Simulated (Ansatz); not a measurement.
# AlBrH₄O₂Si, SMILES [OH][Al]([Br])[O][SiH3]: energies of removing a hydrogen

Program: Ansatz 0.2.0, Python API.

Notebook, run cell by cell (the value of a cell's last expression is shown):

```python
import ansatz
from ase import Atoms
```

```python
def single_point(molecule, charge=0, unpaired=0):
    calc = molecule.calculation().basis(gaussian="def2-SVP").functional("hf")
    if charge:
        calc = calc.charge(charge)
    if unpaired:
        calc = calc.spin("collinear", total=unpaired)
    report = calc.run().report
    if report["published_state_doubts"]:
        print("  doubts:", report["published_state_doubts"])
    return report["free_energy_ev"]
```

```python
def without(molecule, index):
    rest = ansatz.Crystal.molecule()
    for i, site in enumerate(molecule.cartesian_sites):
        if i != index:
            rest = rest.atom(site.symbol, site.position_ang)
    return rest
```

```python
atoms = Atoms(["O", "Al", "Br", "O", "Si", "H", "H", "H", "H"], positions=[
    (1.9665, 1.3513, -0.8704),
    (1.366, -0.1225, -0.008),
    (2.2864, -0.6874, 2.0775),
    (0.1177, -1.1558, -0.7322),
    (-1.4277, -0.5336, -0.1349),
    (1.3171, 2.1224, -0.5444),
    (-1.5708, 0.8749, -0.5398),
    (-2.5127, -1.2952, -0.659),
    (-1.454, -0.6005, 1.3941),
])
mol = ansatz.Crystal.molecule_from_ase(atoms)
```

```python
whole = single_point(mol, 0)
hydrogen = single_point(ansatz.Crystal.molecule().atom("H", (0, 0, 0)), 0, 1)
print(f"E(molecule) = {whole:.5f} eV, E(H) = {hydrogen:.5f} eV")
for index in [5, 8]:
    radical = single_point(without(mol, index), 0, 1)
    print(f"H{index}: homolysis {23.060548 * (radical + hydrogen - whole):.1f} kcal/mol")
```

    E(molecule) = -88570.12284 eV, E(H) = -13.58606 eV
    H5: homolysis 77.7 kcal/mol
    H8: homolysis 76.1 kcal/mol

Notes:
- Total energies depend on the basis set; only differences at equal settings carry meaning.
- The geometry is a force-field or estimated start, not a minimum of this method, and the basis set is short of its limit. All parts are taken at fixed geometry, without zero-point energy.
- Hartree-Fock leaves correlation out, so bond, atomisation and ionisation energies come out well too low.
- The spin-orbit lowering of heavy atoms is left out.
- The whole script took 32 s on 1 thread of Arm Neoverse V2, with other jobs on the host, peak memory 0.54 GiB.
